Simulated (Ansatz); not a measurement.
Write a Python script for Ansatz's Python interface that makes a short molecular-dynamics run of BH3OTe, SMILES OB[TeH]. Level of theory (for the species named): PBE0, def2-SVP basis, multiplicity 1, D3BJ dispersion.

`bh3ote.xyz`
```text
6

O    -1.08330   -0.82240   -0.56730
B     0.14860   -0.09660   -0.46030
Te    0.47560    1.30640    1.20270
H    -1.61130   -0.16160   -1.13770
H     1.00710   -0.30130   -1.26960
H     1.10540    0.01150    2.18590
```

The script, `bh3ote.py`:
```python
"""A short Born-Oppenheimer trajectory of BH3OTe."""

import ansatz as az
import numpy as np

geometry = az.Crystal.molecule_from_extxyz("bh3ote.xyz")

base = (
    geometry.calculation()
    .basis(gaussian="def2-SVP")
    .functional("PBE0", dispersion="d3bj")
    .scf(lower_state_search="off")
)
symbols = [site.symbol for site in geometry.cartesian_sites]
start = np.array([site.position_ang for site in geometry.cartesian_sites], dtype=float)
summary = base.relax(force_tolerance=0.02).run().report
end = np.array(summary["positions_ang"])
minimum = az.Crystal.molecule()
for symbol, place in zip(symbols, end):
    minimum = minimum.atom(symbol, place.tolist())

# dynamics from the relaxed geometry
base = (
    minimum.calculation()
    .basis(gaussian="def2-SVP")  # atom-centred Gaussian functions
    .functional("PBE0", dispersion="d3bj")
    .scf(lower_state_search="off")
    .md("nvt_nose_hoover", timestep=0.5, steps=20, temperature=200, initial_velocities="maxwell_boltzmann", seed=56, thermostat_time=20)
)
frames = []
done = base.session().plan().execute(on_event=lambda e: frames.append(e["data"]) if e["event"] == "md_step" else None)
print("t (fs)   E_pot (eV)      E_kin (eV)   T (K)   d(0-1) (A)")
for f in frames[::2]:
    xyz = np.array(f["positions_ang"])
    print(f"{f['time_fs']:6.2f} {f['lagrangian_ev']:14.5f} {f['e_kin_ev']:10.5f} {f['temperature_k']:8.1f} {np.linalg.norm(xyz[0] - xyz[1]):9.4f}")
kept = np.array([f["conserved_ev"] for f in frames])
print(f"conserved energy moves by at most {1000 * np.ptp(kept):.3f} meV")
symbols = [site.symbol for site in geometry.cartesian_sites]
with open("last_frame.xyz", "w") as handle:
    handle.write(f"{len(symbols)}\nt = {frames[-1]['time_fs']} fs\n")
    handle.writelines("{:2s} {:10.5f} {:10.5f} {:10.5f}\n".format(s, *xyz) for s, xyz in zip(symbols, frames[-1]["positions_ang"]))
```

```console
$ python bh3ote.py
t (fs)   E_pot (eV)      E_kin (eV)   T (K)   d(0-1) (A)
  0.00   -10061.76242    0.10341    200.0    1.3453
  1.00   -10061.74977    0.09103    176.1    1.3398
  2.00   -10061.72686    0.06856    132.6    1.3347
  3.00   -10061.71506    0.05679    109.8    1.3302
  4.00   -10061.70940    0.05118     99.0    1.3268
  5.00   -10061.69970    0.04198     81.2    1.3251
  6.00   -10061.69337    0.03620     70.0    1.3253
  7.00   -10061.69895    0.04216     81.5    1.3274
  8.00   -10061.70822    0.05193    100.4    1.3311
  9.00   -10061.70454    0.04929     95.3    1.3361
 10.00   -10061.68952    0.03567     69.0    1.3418
conserved energy moves by at most 0.668 meV
```

It writes `last_frame.xyz`:
```text
6
t = 10.0 fs
O    -0.99113   -0.41263   -1.22957
B     0.05864   -0.25688   -0.40856
Te    0.01309    0.81007    1.48554
H    -1.78650   -0.06395   -0.86071
H     1.13607   -0.61510   -0.73919
H     1.56335    0.54188    1.89301
```

Caveats:
- The settings weren't tested for convergence.
- The trajectory is only some femtoseconds long, so its temperature is not equilibrated; where the script doesn't relax first, it starts from a rough generated geometry.
- def2 sets replace the cores of elements past krypton by effective core potentials.
- The temperature counts the internal degrees of freedom alone.
- Timing: 68 s on 1 thread of Arm Neoverse V1, on a shared host, peak memory 0.21 GiB.
